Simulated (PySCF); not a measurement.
The system is SiSe2H2, in a box.

```
Si Se H
1.0
    12.00000    0.00000    0.00000
     0.00000   12.00000    0.00000
     0.00000    0.00000   12.00000
Si Se H
1 2 2
Direct
  0.49534 0.51607 0.45127
  0.58303 0.48510 0.61313
  0.62490 0.38185 0.44467
  0.37726 0.48200 0.44280
  0.51935 0.62165 0.39254
```

Base run:

* Program: PySCF 2.14.0
* Functional: WC
* Potentials or basis: def2-svp (all-electron)
* k mesh: 1 × 1 × 1
* Occupations: fixed
* Spin: no spin polarisation

Its results: gap between the frontier levels 1.96 eV.

Problem. The run is repeated on the same cell with these changes: functional from WC to LDA. What comes out?

Solution. Gap between the frontier levels 1.88 eV.

Caveats: this is a molecule in a periodic box at the Γ point, so its band gap is the HOMO-LUMO gap; relativity is left out, which matters for the heavier elements; the basis of atomic orbitals isn't converged, which shifts pressures, moduli and gaps.

